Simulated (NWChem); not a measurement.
Plane-wave run on SiC (zincblende type)

```
CELL_PARAMETERS angstrom
      0.00000     2.17699     2.17699
      2.17699     0.00000     2.17699
      2.17699     2.17699     0.00000
ATOMIC_POSITIONS crystal
  C  0.25000 0.25000 0.25000
  Si 0.00000 0.00000 0.00000
```

Everything below was run with NWChem. Origin of the cell: lattice set by a structure generator, not relaxed at this level.

Norm-conserving pseudopotentials with valence charges C 4, Si 4, fixed occupations, no spin-orbit coupling, density cut at twice the wavefunction cutoff.

Level: PBE, Troullier-Martins, cutoff 35 Ha, density from a 6×6×6 mesh. Bands run along Γ–X–U|K–Γ–L–W–X with k in units of the cell's reciprocal vectors.

What gap does the band structure show, and how wide is the group of occupied bands?

It shows an indirect gap along this path of 1.42 eV from Γ to X (smallest direct gap on this path 4.61 eV). The 4 occupied bands reach 15.4 eV below the valence-band top.
